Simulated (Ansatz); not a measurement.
**Zinc, A15 under BLYP: structure and ground-state energy**

Aim: take zinc in the A15 structure, relax it, then solve it on a dense k-mesh. Spin polarisation is left out. The k-meshes are 5×5×5 for the relaxation; 7×7×7 for the dense run.

Computed with Ansatz 0.2.0 (DFT BLYP, plane waves (420 eV) with PAW, scalar-relativistic; PAW files made under PBE, frozen cores solved again for the functional, unless a step says otherwise).

### Step 1. The starting structure

Symmetry: Pm-3n, No. 223, cubic system. The conventional cell has a = 4.955 Å, b = 4.955 Å, c = 4.955 Å, α = 90.00°, β = 90.00°, γ = 90.00°. Zn (site symmetry m-3) has 12 Zn at 2.77 Å as nearest neighbours. Around Zn (site symmetry -4m2) lie 6 Zn at 2.48 to 2.77 Å.

Structure file:

```cif
data_structure
_symmetry_space_group_name_H-M 'P 1'
_symmetry_Int_Tables_number 1
_cell_length_a 4.9554
_cell_length_b 4.9554
_cell_length_c 4.9554
_cell_angle_alpha 90.000
_cell_angle_beta 90.000
_cell_angle_gamma 90.000
_cell_volume 121.68
loop_
_atom_site_label
_atom_site_type_symbol
_atom_site_fract_x
_atom_site_fract_y
_atom_site_fract_z
_atom_site_occupancy
Zn1 Zn 0.00000 0.00000 0.00000 1
Zn2 Zn 0.50000 0.50000 0.50000 1
Zn3 Zn 0.25000 0.00000 0.50000 1
Zn4 Zn 0.75000 0.00000 0.50000 1
Zn5 Zn 0.50000 0.25000 0.00000 1
Zn6 Zn 0.50000 0.75000 0.00000 1
Zn7 Zn 0.00000 0.50000 0.25000 1
Zn8 Zn 0.00000 0.50000 0.75000 1
```

### Step 2. Geometry optimisation

input.yaml reads:

```yaml
crystal:
  lattice:
    - [4.9553948694, 0.0, 0.0]
    - [0.0, 4.9553948694, 0.0]
    - [0.0, 0.0, 4.9553948694]
  atoms:
    - { symbol: Zn, position: [0.0, 0.0, 0.0] }
    - { symbol: Zn, position: [0.5, 0.5, 0.5] }
    - { symbol: Zn, position: [0.25, 0.0, 0.5] }
    - { symbol: Zn, position: [0.75, 0.0, 0.5] }
    - { symbol: Zn, position: [0.5, 0.25, 0.0] }
    - { symbol: Zn, position: [0.5, 0.75, 0.0] }
    - { symbol: Zn, position: [0.0, 0.5, 0.25] }
    - { symbol: Zn, position: [0.0, 0.5, 0.75] }
hamiltonian:
  xc: blyp
  pseudopotentials:
    kind: paw
    azcp:
      Zn: "pseudopotentials/Zn.paw.azcp"
basis:
  ecutwfc: 420
  fft_grid_basis: typed
kpoints:
  mp_grid: { grid: [5, 5, 5], shift: [0, 0, 0] }
magnetization:
  spin_polarized: false
scf:
  occupations: { method: fermi_dirac, width: 0.1 }
relax:
  max_steps: 60
  f_tol: 0.01
  cell: {}
```

Run with:

```sh
$ ansatz run input.yaml --threads 4 --pin off --max-ram 8192MiB --backend cpu --events-out ev --progress --plain --runs-dir out
```

Output:

```text
Warning: RAYON_NUM_THREADS=4 ignored (pool sized by the plan → 4); use --threads N
Engine: ansatz 0.2.0, aarch64-unknown-linux-gnu
Pseudopotentials: kind: paw
Pseudopotential: Zn, paw, valence charge 12, recommended cutoff 420 eV (normal), <dir>
Functional definition: BLYP
  parameter beta = 0.0042
  parameter a = 0.04918
  parameter b = 0.132
  parameter c = 0.2533
  parameter d = 0.349
  exchange = b88_x(beta = beta)
  correlation = lyp_c(a = a, b = b, c = c, d = d)
Crystal: 8 atoms, lattice volume = 121.684 Å³
Basis set: ecut = 420 eV, 2373 PW (Γ), exchange–correlation on 72×72×72 points (8 copies of the dense FFT grid, shifted against one another)
Bands: 58, of which v1, the nominal top of the filled ones, is band 48 counted from 1 (47 counted from 0)
Symmetry: 48 space group operations
Space group: Pm-3n (ITA 223), of the structure as read, at distance tolerance 5.0e-5 Å
k-points: 10 of 125
Non-local potential: Zn, projectors of the file, l = 0: 2, l = 1: 2, l = 2: 3, l = 3: 1
PAW form: soft (Blöchl's): semilocal exchange-correlation on the pseudo side does not see the compensation charge
PAW frozen core: Zn, regenerated for the run's functional, and the local potential with it (the file was generated under x = pbe(κ = 0.804, μ = 0.2195149727645171), c = pbe(β = 0.06672455060314922))
PAW one-centre angular grid: Zn, 590 points (default); XC on 64 Gauss nodes
Initial density: superposition of atomic densities (neutral atoms: chi_scale 0, normalization atom), corrected by the library's trained network
Initial wavefunctions: pseudopotential atomic-orbital guess
Functional: x = b88, c = lyp
SCF iter   1: F=—  HF=-26626.858444 eV  |F-HF|=—  |Δ(HF+E_count)|=         —  Δρ=5.98e-3  dr2=4.25e-2  ethr=1.77e-3  ⟨swp⟩=7.6  Hψ=2287  notcnv=0  defer=2
preconditioner: auto → Kerker (q_TF=auto, 2.623 Å⁻¹)  [metal: Δε(μ)=0.204 eV  Ē_g=10.881 eV  σ=0.100 eV  W_gap=0.44  n_scr=32 (ndim 8)  ℏωp=33.0 eV  f_vac=0.000  D(μ)=3.16/eV (n_scr^D=18)]
SCF iter   2: F=—  HF=-26626.860367 eV  |F-HF|=—  |Δ(HF+E_count)|=   1.92e-3  Δρ=4.01e-3  dr2=1.66e-2  ethr=4.42e-5  ⟨swp⟩=1.5  Hψ=776  notcnv=0  defer=4
SCF iter   3: F=—  HF=-26626.863651 eV  |F-HF|=—  |Δ(HF+E_count)|=   3.28e-3  Δρ=2.35e-3  dr2=5.40e-3  ethr=1.73e-5  ⟨swp⟩=2.0  Hψ=1008  notcnv=0  defer=4
SCF iter   4: F=—  HF=-26626.860507 eV  |F-HF|=—  |Δ(HF+E_count)|=   3.14e-3  Δρ=5.33e-4  dr2=1.48e-4  ethr=5.62e-6  ⟨swp⟩=2.0  Hψ=1021  notcnv=0  defer=4
SCF iter   5: F=—  HF=-26626.860844 eV  |F-HF|=—  |Δ(HF+E_count)|=   3.37e-4  Δρ=3.02e-4  dr2=6.35e-5  ethr=1.54e-7  ⟨swp⟩=2.0  Hψ=1051  notcnv=0  defer=4
SCF iter   6: F=—  HF=-26626.860897 eV  |F-HF|=—  |Δ(HF+E_count)|=   5.28e-5  Δρ=6.41e-5  dr2=2.83e-6  ethr=6.61e-8  ⟨swp⟩=2.0  Hψ=995  notcnv=0  defer=4
SCF iter   7: F=—  HF=-26626.860898 eV  |F-HF|=—  |Δ(HF+E_count)|=   9.34e-7  Δρ=5.13e-5  dr2=2.08e-6  ethr=2.95e-9  ⟨swp⟩=2.0  Hψ=1044  notcnv=0  defer=4
SCF iter   8: F=—  HF=-26626.860897 eV  |F-HF|=—  |Δ(HF+E_count)|=   6.95e-7  Δρ=1.42e-5  dr2=2.31e-7  ethr=2.17e-9  ⟨swp⟩=2.0  Hψ=990  notcnv=0  defer=4
SCF iter   9: F=-26626.860897 eV  HF=-26626.860897 eV  |F-HF|=4.14e-9  |Δ(HF+E_count)|=   6.15e-9  Δρ=2.88e-6  dr2=1.03e-8  ethr=1.04e-10  ⟨swp⟩=4.2  Hψ=2120  notcnv=0
SCF 1 converged in 9 iterations: F = -26626.860897 eV  dr2 = 1.03e-8
relax step   1: F+E_penalty+E_count = -26626.86089703 eV  Δ(F+E_penalty+E_count) = +0.000e0 eV  max|allowed force component| = 2.978e-17 eV/Å  Δτ_max = 0.0000 Å  P = +6.500 GPa  Ω = 121.684 Å³  (9 SCF iters, dr2 threshold 1.00e-7 eV, accepted)
Crystal: 8 atoms, lattice volume = 130.091 Å³
Basis set: ecut = 420 eV, 2517 PW (Γ), exchange–correlation on 72×72×72 points (8 copies of the dense FFT grid, shifted against one another)
Initial density: handed on by an earlier stage of this run
Initial wavefunctions: those handed on with the density
iter 1 solved again at ethr=3.25e-5 eV; its pass at ethr=3.10e-3 eV (dr2=3.12e-2 eV) is discarded
SCF iter   1: F=—  HF=-26627.088804 eV  |F-HF|=—  |Δ(HF+E_count)|=         —  Δρ=5.88e-3  dr2=3.42e-2  ethr=3.25e-5  ⟨swp⟩=2.0  Hψ=3099  notcnv=0
preconditioner: auto → Kerker (q_TF=auto, 2.594 Å⁻¹)  [metal: Δε(μ)=0.045 eV  Ē_g=10.578 eV  σ=0.100 eV  W_gap=0.11  n_scr=32 (ndim 8)  ℏωp=31.9 eV  f_vac=0.000  D(μ)=3.57/eV (n_scr^D=26)]
SCF iter   2: F=—  HF=-26627.079887 eV  |F-HF|=—  |Δ(HF+E_count)|=   8.92e-3  Δρ=1.56e-3  dr2=2.89e-3  ethr=3.25e-5  ⟨swp⟩=2.0  Hψ=988  notcnv=0
SCF iter   3: F=—  HF=-26627.077693 eV  |F-HF|=—  |Δ(HF+E_count)|=   2.19e-3  Δρ=1.43e-3  dr2=2.80e-3  ethr=3.01e-6  ⟨swp⟩=2.0  Hψ=1009  notcnv=0
SCF iter   4: F=—  HF=-26627.076820 eV  |F-HF|=—  |Δ(HF+E_count)|=   8.73e-4  Δρ=5.03e-4  dr2=1.21e-4  ethr=2.91e-6  ⟨swp⟩=2.6  Hψ=1017  notcnv=0
SCF iter   5: F=—  HF=-26627.077052 eV  |F-HF|=—  |Δ(HF+E_count)|=   2.32e-4  Δρ=1.55e-4  dr2=1.53e-5  ethr=1.26e-7  ⟨swp⟩=2.0  Hψ=1064  notcnv=0
SCF iter   6: F=—  HF=-26627.077044 eV  |F-HF|=—  |Δ(HF+E_count)|=   8.02e-6  Δρ=4.30e-5  dr2=2.06e-6  ethr=1.59e-8  ⟨swp⟩=2.0  Hψ=1054  notcnv=0
SCF iter   7: F=-26627.077046 eV  HF=-26627.077045 eV  |F-HF|=1.89e-7  |Δ(HF+E_count)|=   1.57e-6  Δρ=1.34e-5  dr2=2.03e-7  ethr=8.33e-10  ⟨swp⟩=4.3  Hψ=2084  notcnv=0
SCF 2 converged in 7 iterations: F = -26627.077046 eV  dr2 = 2.03e-7
relax step   2: F+E_penalty+E_count = -26627.07704566 eV  Δ(F+E_penalty+E_count) = -2.161e-1 eV  max|allowed force component| = 4.901e-17 eV/Å  Δτ_max = 0.0000 Å  P = +2.208 GPa  Ω = 130.091 Å³  energy of the carried Pulay correction = -4.040e-3 eV  (7 SCF iters, dr2 threshold 8.00e-7 eV, accepted)
Crystal: 8 atoms, lattice volume = 134.882 Å³
Basis set: ecut = 420 eV, 2601 PW (Γ), exchange–correlation on 72×72×72 points (8 copies of the dense FFT grid, shifted against one another)
iter 1 solved again at ethr=8.55e-6 eV; its pass at ethr=3.10e-3 eV (dr2=8.21e-3 eV) is discarded
SCF iter   1: F=—  HF=-26627.116899 eV  |F-HF|=—  |Δ(HF+E_count)|=         —  Δρ=2.88e-3  dr2=8.79e-3  ethr=8.55e-6  ⟨swp⟩=1.9  Hψ=3212  notcnv=0
preconditioner: auto → Kerker (q_TF=auto, 2.578 Å⁻¹)  [metal: Δε(μ)=0.058 eV  Ē_g=10.354 eV  σ=0.100 eV  W_gap=0.14  n_scr=32 (ndim 8)  ℏωp=31.3 eV  f_vac=0.000  D(μ)=3.58/eV (n_scr^D=26)]
SCF iter   2: F=—  HF=-26627.114658 eV  |F-HF|=—  |Δ(HF+E_count)|=   2.24e-3  Δρ=8.10e-4  dr2=8.33e-4  ethr=8.55e-6  ⟨swp⟩=2.0  Hψ=986  notcnv=0
SCF iter   3: F=—  HF=-26627.114109 eV  |F-HF|=—  |Δ(HF+E_count)|=   5.48e-4  Δρ=7.10e-4  dr2=7.41e-4  ethr=8.68e-7  ⟨swp⟩=2.0  Hψ=1007  notcnv=0
SCF iter   4: F=—  HF=-26627.113951 eV  |F-HF|=—  |Δ(HF+E_count)|=   1.58e-4  Δρ=2.44e-4  dr2=3.12e-5  ethr=7.72e-7  ⟨swp⟩=3.0  Hψ=1253  notcnv=0
SCF iter   5: F=—  HF=-26627.113988 eV  |F-HF|=—  |Δ(HF+E_count)|=   3.70e-5  Δρ=5.82e-5  dr2=2.05e-6  ethr=3.25e-8  ⟨swp⟩=2.0  Hψ=1065  notcnv=0
SCF iter   6: F=-26627.113987 eV  HF=-26627.113988 eV  |F-HF|=6.78e-7  |Δ(HF+E_count)|=   3.02e-7  Δρ=2.47e-5  dr2=6.34e-7  ethr=8.33e-10  ⟨swp⟩=5.0  Hψ=2501  notcnv=0
SCF 3 converged in 6 iterations: F = -26627.113987 eV  dr2 = 6.34e-7
relax step   3: F+E_penalty+E_count = -26627.11398736 eV  Δ(F+E_penalty+E_count) = -3.694e-2 eV  max|allowed force component| = 9.508e-17 eV/Å  Δτ_max = 0.0000 Å  P = +0.477 GPa  Ω = 134.882 Å³  energy of the carried Pulay correction = -6.225e-3 eV  (6 SCF iters, dr2 threshold 8.00e-7 eV, accepted)
Crystal: 8 atoms, lattice volume = 136.420 Å³
iter 1 solved again at ethr=9.03e-7 eV; its pass at ethr=3.10e-3 eV (dr2=8.67e-4 eV) is discarded
SCF iter   1: F=—  HF=-26627.115781 eV  |F-HF|=—  |Δ(HF+E_count)|=         —  Δρ=8.59e-4  dr2=8.06e-4  ethr=9.03e-7  ⟨swp⟩=3.2  Hψ=2954  notcnv=0
preconditioner: auto → Kerker (q_TF=auto, 2.573 Å⁻¹)  [metal: Δε(μ)=0.039 eV  Ē_g=10.269 eV  σ=0.100 eV  W_gap=0.10  n_scr=32 (ndim 8)  ℏωp=31.1 eV  f_vac=0.000  D(μ)=3.56/eV (n_scr^D=26)]
SCF iter   2: F=—  HF=-26627.115584 eV  |F-HF|=—  |Δ(HF+E_count)|=   1.97e-4  Δρ=2.52e-4  dr2=8.19e-5  ethr=8.40e-7  ⟨swp⟩=2.0  Hψ=985  notcnv=0
SCF iter   3: F=—  HF=-26627.115591 eV  |F-HF|=—  |Δ(HF+E_count)|=   7.68e-6  Δρ=2.17e-4  dr2=7.08e-5  ethr=8.54e-8  ⟨swp⟩=2.0  Hψ=1004  notcnv=0
SCF iter   4: F=—  HF=-26627.115571 eV  |F-HF|=—  |Δ(HF+E_count)|=   2.03e-5  Δρ=7.36e-5  dr2=2.95e-6  ethr=7.37e-8  ⟨swp⟩=3.0  Hψ=1237  notcnv=0
SCF iter   5: F=-26627.115574 eV  HF=-26627.115575 eV  |F-HF|=1.10e-7  |Δ(HF+E_count)|=   3.48e-6  Δρ=1.60e-5  dr2=1.53e-7  ethr=5.92e-10  ⟨swp⟩=5.0  Hψ=2515  notcnv=0
SCF 4 converged in 5 iterations: F = -26627.115574 eV  dr2 = 1.53e-7
relax step   4: F+E_penalty+E_count = -26627.11557441 eV  Δ(F+E_penalty+E_count) = -1.587e-3 eV  max|allowed force component| = 5.146e-17 eV/Å  Δτ_max = 0.0000 Å  P = +0.001 GPa  Ω = 136.420 Å³  energy of the carried Pulay correction = -6.909e-3 eV  (5 SCF iters, dr2 threshold 5.68e-7 eV, accepted)
Initial wavefunctions: pseudopotential atomic-orbital guess (no wavefunctions were taken with the density)
iter 1 solved again at ethr=8.50e-8 eV; its pass at ethr=3.10e-3 eV (dr2=8.16e-5 eV) is discarded
SCF iter   1: F=—  HF=-26627.091001 eV  |F-HF|=—  |Δ(HF+E_count)|=         —  Δρ=1.28e-3  dr2=5.43e-5  ethr=8.50e-8  ⟨swp⟩=3.0  Hψ=3974  notcnv=0
preconditioner: auto → Kerker (q_TF=auto, 2.573 Å⁻¹)  [metal: Δε(μ)=0.041 eV  Ē_g=10.256 eV  σ=0.100 eV  W_gap=0.10  n_scr=32 (ndim 8)  ℏωp=31.1 eV  f_vac=0.000  D(μ)=3.57/eV (n_scr^D=26)]
SCF iter   2: F=—  HF=-26627.114498 eV  |F-HF|=—  |Δ(HF+E_count)|=   2.35e-2  Δρ=6.57e-4  dr2=1.89e-5  ethr=5.65e-8  ⟨swp⟩=2.3  Hψ=1063  notcnv=0
SCF iter   3: F=—  HF=-26627.122692 eV  |F-HF|=—  |Δ(HF+E_count)|=   8.19e-3  Δρ=9.31e-5  dr2=1.87e-6  ethr=1.97e-8  ⟨swp⟩=2.0  Hψ=1066  notcnv=0
SCF iter   4: F=—  HF=-26627.122799 eV  |F-HF|=—  |Δ(HF+E_count)|=   1.07e-4  Δρ=1.15e-5  dr2=9.84e-8  ethr=1.95e-9  ⟨swp⟩=2.0  Hψ=1064  notcnv=0
SCF iter   5: F=—  HF=-26627.122800 eV  |F-HF|=—  |Δ(HF+E_count)|=   1.06e-6  Δρ=7.60e-6  dr2=3.31e-8  ethr=1.03e-10  ⟨swp⟩=2.0  Hψ=1066  notcnv=0
SCF iter   6: F=—  HF=-26627.122800 eV  |F-HF|=—  |Δ(HF+E_count)|=   4.62e-9  Δρ=3.99e-6  dr2=1.08e-8  ethr=3.45e-11  ⟨swp⟩=2.8  Hψ=1172  notcnv=0
SCF iter   7: F=—  HF=-26627.122800 eV  |F-HF|=—  |Δ(HF+E_count)|=   1.79e-8  Δρ=2.10e-6  dr2=2.95e-9  ethr=1.12e-11  ⟨swp⟩=2.0  Hψ=1063  notcnv=0
SCF iter   8: F=-26627.122800 eV  HF=-26627.122800 eV  |F-HF|=1.20e-10  |Δ(HF+E_count)|=   1.14e-9  Δρ=2.62e-7  dr2=6.80e-11  ethr=1.00e-12  ⟨swp⟩=4.0  Hψ=2904  notcnv=0
SCF 5 converged in 8 iterations: F = -26627.122800 eV  dr2 = 6.80e-11
relax step   5: F+E_penalty+E_count = -26627.12280039 eV  Δ(F+E_penalty+E_count) = -7.226e-3 eV  max|allowed force component| = 4.930e-17 eV/Å  Δτ_max = 0.0000 Å  P = +0.018 GPa  Ω = 136.420 Å³  stress off target by 1.82e-2 GPa  SCF on the basis re-selected at this cell (its energy is not comparable with the rows above)  (8 SCF iters)
basis re-selected at this cell: Δ(F+E_penalty+E_count) = -7.226e-3 eV, ΔP = +0.017 GPa vs the last step (what re-selecting the basis moved, of the pressure what is left beyond the Pulay correction that the steps carried, after the strain that the cell walked since its last selection, with what the two solves' SCF thresholds leave and, on support functions, any second-order correction that the steps lacked; it is no measure of the basis error at this ecutwfc). This SCF's stress stands 1.82e-2 GPa from its target on what of the cell is left free (relax.cell.stress_tol is 5.00e-2 GPa) and its largest allowed force component is 4.93e-17 eV/Å (relax.f_tol is 1.00e-2 eV/Å): within both
SCF converged after 8 iterations
Free energy (F): -26627.122800 eV
Harris-Foulkes:  -26627.122800 eV  (|F-HF|=1.20e-10)
Internal energy: -26627.011847 eV  (E = F + TS)
E sigma→0 (E₀):  -26627.067324 eV
Entropy (-TS):   -0.110953 eV (-13.869 meV/atom)
Fermi energy:    9.820561 eV
--- Per-component energies (eV) ---
  E_band       = 291.109701
  E_kinetic    = 1046.733736
  E_local      = -12870.576683  (includes V_loc(G=0)·N_el)
  E_nonlocal   = 4867.782353
  E_hartree    = 5393.256960
  E_xc         = -1086.936636
  E_vxc        = -404.256303  (∫ρ·V_xc dr)
  E_paw        = -14690.702516  (= ΣΔE_a)
  E_vpaw       = -3135.083870  (= ΣTr[D̂ρ^β])
  E_aug_tail   = -0.003102  (compensation charges beyond the density's cutoff)
  E_ewald      = -9286.040984
  E_core_change = -0.524974  (= ΣΔE_core)
  E_smearing   = -0.110953  (= −TS)
  E_closure    = 0.000000  (closes the sum)
  Σ components = -26627.122800   (vs F -26627.122800, Δ=0.00e0)
--- Forces (eV/Å), atoms counted from 1 ---
  atom   1  Zn    -0.00000000     0.00000000     0.00000000
  atom   2  Zn     0.00000000     0.00000000    -0.00000000
  atom   3  Zn     0.00000000    -0.00000000    -0.00000000
  atom   4  Zn    -0.00000000     0.00000000     0.00000000
  atom   5  Zn     0.00000000     0.00000000    -0.00000000
  atom   6  Zn    -0.00000000    -0.00000000     0.00000000
  atom   7  Zn     0.00000000    -0.00000000    -0.00000000
  atom   8  Zn    -0.00000000     0.00000000     0.00000000
  max |Σ_I F_I| component: 3.12e-17 eV/Å
--- Stress (GPa, compression-positive) ---
        0.018177       0.000000       0.000000
        0.000000       0.018177      -0.000000
        0.000000      -0.000000       0.018177
  P = ⅓ Tr σ = 0.0182 GPa (0.182 kbar)
--- Relaxed structure (4 steps of the walk, 4 accepted, 1 SCFs on fresh bases) ---
  F+E_penalty+E_count = -26627.12280039 eV   max|allowed force component| = 4.930e-17 eV/Å   (the final SCF, on the basis selected at the relaxed cell)
  cell:  # Å, volume = 136.4203 Å³
    - [5.14785591018529, 9.629649721936176e-35, 1.0913603018194335e-33]
    - [3.5308715647099323e-34, 5.14785591018529, 0.0]
    - [8.345696425678021e-34, 0.0, 5.14785591018529]
  atoms:
    - { symbol: Zn, position: [-1.534370343164882e-34, 4.193962473278021e-34, -1.2145411687320966e-35] }
    - { symbol: Zn, position: [0.5, 0.5, 0.5] }
    - { symbol: Zn, position: [0.25, -2.2775177207828336e-34, 0.5] }
    - { symbol: Zn, position: [0.7499999999999999, -2.245129956283311e-34, 0.5] }
    - { symbol: Zn, position: [0.5, 0.25, -3.4816846836986773e-35] }
    - { symbol: Zn, position: [0.5, 0.7499999999999999, -8.90663523736872e-36] }
    - { symbol: Zn, position: [2.0282837517826015e-34, 0.5, 0.25] }
    - { symbol: Zn, position: [1.2509774037940597e-34, 0.5, 0.7499999999999999] }
```

It took 7.6 s on 4 threads of Arm Neoverse V1, shared host; peak memory 0.5 GiB.

The steps of the relaxation:

| step | energy change (meV/atom) | largest force (eV/Å) | pressure (GPa) | volume (Å³/atom) |
| --- | --- | --- | --- | --- |
| 1 | 0.00 | 0.0000 | 6.50 | 15.211 |
| 2 | -27.02 | 0.0000 | 2.21 | 16.261 |
| 3 | -31.64 | 0.0000 | 0.48 | 16.860 |
| 4 | -31.83 | 0.0000 | 0.00 | 17.053 |
| 5 | -32.74 | 0.0000 | 0.02 | 17.053 |

Steps that repeat a cell are solved on a basis chosen anew, so their changes of energy are no gain of the relaxation.

The cell of the run, before and after:

|  | before | after | change |
| --- | --- | --- | --- |
| a (Å) | 4.955 | 5.148 | +3.9 % |
| b (Å) | 4.955 | 5.148 | +3.9 % |
| c (Å) | 4.955 | 5.148 | +3.9 % |
| volume (Å³/atom) | 15.211 | 17.053 | +12.1 % |
| shortest distance (Å) | 2.478 | 2.574 | +3.9 % |
| space group (spins left aside) | Pm-3n | Pm-3n | same |

### Step 3. Dense single point

input.yaml reads:

```yaml
crystal:
  lattice:
    - [5.1478559102, 0.0, 0.0]
    - [0.0, 5.1478559102, 0.0]
    - [0.0, 0.0, 5.1478559102]
  atoms:
    - { symbol: Zn, position: [1.0, 0.0, 1.0] }
    - { symbol: Zn, position: [0.5, 0.5, 0.5] }
    - { symbol: Zn, position: [0.25, 1.0, 0.5] }
    - { symbol: Zn, position: [0.75, 1.0, 0.5] }
    - { symbol: Zn, position: [0.5, 0.25, 1.0] }
    - { symbol: Zn, position: [0.5, 0.75, 1.0] }
    - { symbol: Zn, position: [0.0, 0.5, 0.25] }
    - { symbol: Zn, position: [0.0, 0.5, 0.75] }
hamiltonian:
  xc: blyp
  pseudopotentials:
    kind: paw
    azcp:
      Zn: "pseudopotentials/Zn.paw.azcp"
basis:
  ecutwfc: 420
  fft_grid_basis: typed
kpoints:
  mp_grid: { grid: [7, 7, 7], shift: [0, 0, 0] }
magnetization:
  spin_polarized: false
scf:
  occupations: { method: fermi_dirac, width: 0.1 }
```

Run with:

```sh
$ ansatz run input.yaml --threads 4 --pin off --max-ram 8192MiB --backend cpu --events-out ev --progress --plain --runs-dir out
```

Output, cut to the lines that bear on the results:

```text
Warning: RAYON_NUM_THREADS=4 ignored (pool sized by the plan → 4); use --threads N
[...]
Pseudopotentials: kind: paw
Pseudopotential: Zn, paw, valence charge 12, recommended cutoff 420 eV (normal), <dir>
Functional definition: BLYP
[...]
Crystal: 8 atoms, lattice volume = 136.420 Å³
Basis set: ecut = 420 eV, 2601 PW (Γ), exchange–correlation on 72×72×72 points (8 copies of the dense FFT grid, shifted against one another)
Bands: 56, of which v1, the nominal top of the filled ones, is band 48 counted from 1 (47 counted from 0)
Symmetry: 48 space group operations
Space group: Pm-3n (ITA 223), of the structure as read, at distance tolerance 5.1e-5 Å
k-points: 20 of 343
[...]
SCF iter   1: F=—  HF=-26627.223111 eV  |F-HF|=—  |Δ(HF+E_count)|=         —  Δρ=6.09e-3  dr2=4.99e-2  ethr=1.77e-3  ⟨swp⟩=8.3  Hψ=4523  notcnv=0
[...]
SCF iter   9: F=-26627.224814 eV  HF=-26627.224814 eV  |F-HF|=6.26e-10  |Δ(HF+E_count)|=   5.86e-8  Δρ=2.25e-6  dr2=6.79e-9  ethr=1.04e-10  ⟨swp⟩=2.5  Hψ=2319  notcnv=0
[...]
SCF converged after 9 iterations
Free energy (F): -26627.224814 eV
[...]
E sigma→0 (E₀):  -26627.182402 eV
Entropy (-TS):   -0.084824 eV (-10.603 meV/atom)
Fermi energy:    9.726048 eV
[...]
```

Run time: 3 s. Hardware: 4 threads of Arm Neoverse V1, shared host; peak memory 0.52 GiB.

### Step 4. Results

```
                      quantity                         value
space group (spins left aside)               Pm-3n (No. 223)
             conventional cell                   a = 5.148 Å
                        volume                17.053 Å³/atom
             shortest distance                       2.574 Å
               gap on the mesh  none (levels filled in part)
               relative to hcp                  +57 meV/atom
```

In words: From the guessed start the volume grew by 12.1 % in 5 steps. Against the reference form of zinc (hcp, computed apart with the same settings) it stands 57 meV/atom higher. No gap shows: it is a metal or semimetal at this level. The symmetry was held, so the structure may be unstable against distortions that break it.
